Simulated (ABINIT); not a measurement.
The system is HfMo.

```
CELL_PARAMETERS angstrom
1.67120 -2.47247 0.00000
1.67120 2.47247 0.00000
0.00000 0.00000 4.44701
ATOMIC_POSITIONS crystal
Hf 0.00000 0.00000 0.00000
Mo 0.50000 0.50000 0.50000
```

The cell comes from a database or a generator and needn't be the stable form of this composition.

| Quantity | Value |
| --- | --- |
| Program | ABINIT 10.8.3 (patched build) |
| Task | single point |
| Functional | PBE |
| Potentials or basis | JTH PAW PBE v2.0 |
| Cutoff | 517 eV |
| k mesh | 10 × 10 × 6 |
| Occupations | fermi-dirac, width 0.05 eV |
| Spin | no spin polarisation |

On this cell: pressure 0.1 GPa; largest force under 0.003 eV/Å; band gap on the k mesh none (metal or under the smearing width).

The same run follows on a disturbed copy (atoms moved at random, drawn with an rms of 0.05 Å):

```xyz
2
Lattice="1.6712 -2.4725 0.0000 1.6712 2.4725 0.0000 0.0000 0.0000 4.4470" Properties=species:S:1:pos:R:3 pbc="T T T"
Hf   -0.0338   -0.0058    0.0101
Mo    1.6522    0.0010    2.2866
```

Problem. What does the disturbed cell give?

Solution. The energy (extrapolated to zero smearing) moves by +4.8 meV/atom; pressure 0.3 GPa; largest force 0.350 eV/Å; band gap on the k mesh none (metal or under the smearing width).

Forces on the atoms (eV/Å):
```
Hf   0.105  0.015  0.333
Mo  -0.105 -0.015 -0.333
```

Stress tensor (GPa, compression positive):
```
 1.04 -0.01  0.06
-0.01 -0.74  0.01
 0.06  0.01  0.50
```
